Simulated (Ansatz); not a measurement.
# AlBH4SeSi: a ladder of functionals and wavefunction methods

Aim: compute AlBH4SeSi with functionals from several rungs and with coupled cluster, and see how far each lands from CCSD(T) at the basis-set limit for the atomisation energy.

The runs use Ansatz 0.2.0, Gaussian basis; functionals in def2-TZVPP, the program's frozen cores in correlated methods.

Levels to be run: LDA (SPW92), PBE-D4, revPBE-D4, BLYP-D4, r2SCAN-D4, B97M-V, PBE0-D4, B3LYP-D4, r2SCANh-D4, r2SCAN0-D4, HSE06-D4, BHLYP-D4, CAM-B3LYP-D4, LC-ωPBE, ωB97X-V, ωB97M-V, B2PLYP, PBE-QIDH; CCSD(T)/def2-SVP; CCSD(T)/def2-TZVPP; MP2/def2-QZVPP; extrapolation to the limit; RPA on PBE.

## 1. The geometry

All runs share one geometry, relaxed beforehand with PBE0-D4 in a triple-zeta def2 set.

8 atoms, charge 0, spin multiplicity 1.

Atoms are counted from 1 here; the program's logs count them from 0.

Bond lengths: Al1–B2 2.081 Å, Al1–H5 1.590 Å, Al1–H6 1.590 Å, B2–Si3 1.962 Å, B2–Se4 1.928 Å, Si3–Se4 2.281 Å, Si3–H7 1.481 Å, Si3–H8 1.481 Å. Angles: B2–Al1–H5 120.4°, B2–Al1–H6 120.4°, H5–Al1–H6 119.1°, Al1–B2–Si3 151.6°, Al1–B2–Se4 136.6°, Si3–B2–Se4 71.8°, B2–Si3–Se4 53.4°, B2–Si3–H7 123.2°, B2–Si3–H8 123.2°, Se4–Si3–H7 114.5°, Se4–Si3–H8 114.5°, H7–Si3–H8 112.1°, B2–Se4–Si3 54.8°.

## 2. LDA

This LDA is Slater exchange with PW92 correlation.

Contents of in.yaml:

```yaml
crystal:
  periodic: [false, false, false]
  atoms:
    - {symbol: Al, position_ang: [-0.946374, 1.804809, -0.489523]}
    - {symbol: B, position_ang: [0.106564, 0.017956, -0.314789]}
    - {symbol: Si, position_ang: [0.706806, -1.537626, 0.718928]}
    - {symbol: Se, position_ang: [1.201215, -1.079999, -1.460018]}
    - {symbol: H, position_ang: [-2.474885, 1.798844, -0.928120]}
    - {symbol: H, position_ang: [-0.247979, 3.189079, -0.136102]}
    - {symbol: H, position_ang: [1.871225, -1.502816, 1.634036]}
    - {symbol: H, position_ang: [-0.124471, -2.747244, 0.919788]}
basis:
  gaussian: {orbitals: def2-TZVPP}
hamiltonian: {xc: lda}
output: {orbitals: {seedname: orbitals}}
```

The run is started by

```sh
ansatz run in.yaml --threads 2 --pin off --events-out ev --progress --plain --max-ram 4352MiB
```

After this run come: PBE-D4 (GGA); revPBE-D4 (GGA); BLYP-D4 (GGA); r2SCAN-D4 (meta-GGA); B97M-V (meta-GGA); B3LYP-D4 (hybrid); r2SCANh-D4 (hybrid); r2SCAN0-D4 (hybrid); HSE06-D4 (hybrid); BHLYP-D4 (hybrid); CAM-B3LYP-D4 (range-separated); LC-ωPBE (range-separated); ωB97X-V (range-separated); ωB97M-V (range-separated); B2PLYP (double hybrid); PBE-QIDH (double hybrid); CCSD(T) in def2-SVP; CCSD(T) in def2-TZVPP; MP2 in def2-QZVPP; RPA on PBE orbitals.

**Question.** What will the summary of the whole plan be? Wanted: atomisation energy, CCSD(T)/CBS; farthest beyond LDA; mean size of error, GGA; mean size of error, meta-GGA; mean size of error, hybrid; mean size of error, range-separated; mean size of error, double hybrid; gap, smallest and largest; T1 diagnostic.

As calculated:

| quantity | value |
| --- | --- |
| atomisation energy, CCSD(T)/CBS | 2269.3 kJ/mol |
| functionals within 22.7 kJ/mol (1.0 %) | PBE-D4, PBE0-D4, B3LYP-D4, r2SCANh-D4, r2SCAN0-D4, HSE06-D4, ωB97X-V, ωB97M-V, PBE-QIDH |
| farthest beyond LDA | BHLYP-D4 (-56.7 kJ/mol) |
| mean size of error, GGA | 28.2 kJ/mol |
| mean size of error, meta-GGA | 37.8 kJ/mol |
| mean size of error, hybrid | 18.0 kJ/mol |
| mean size of error, range-separated | 21.2 kJ/mol |
| mean size of error, double hybrid | 29.8 kJ/mol |
| gap, smallest and largest | 2.71 eV (LDA (SPW92)), 9.22 eV (LC-ωPBE) |
| T1 diagnostic | 0.0159 |
| triples share of the correlation energy | 4.4 % |

What this shows: The LDA atomisation energy is off by 287.2 kJ/mol (13 %): it overbinds. PBE-D4 is off by +12.9 kJ/mol. Double hybrids carry the basis error of their MP2 part in triple zeta, and no dispersion term here, so their miss is partly the set-up's. The rungs hybrid, range-separated miss on average by less than the doubt on the reference (22.7 kJ/mol), so they tie. The reference freezes the cores and leaves out relativity and excitations past (T), and its outer-core shells are covered unevenly, so misses under about 22.7 kJ/mol can't be ranked. All levels share the lack of spin-orbit coupling, which lowers the free heavy atoms and so the true binding. Hartree-Fock recovers 73 % of the binding; the rest is correlation. CCSD(T) in def2-SVP is off by -153.6 kJ/mol, which most functionals beat. Orbital gaps span 2.7 to 9.2 eV; exact exchange widens them. Correlated methods include outer-core shells of Se, which these sets cover unevenly.
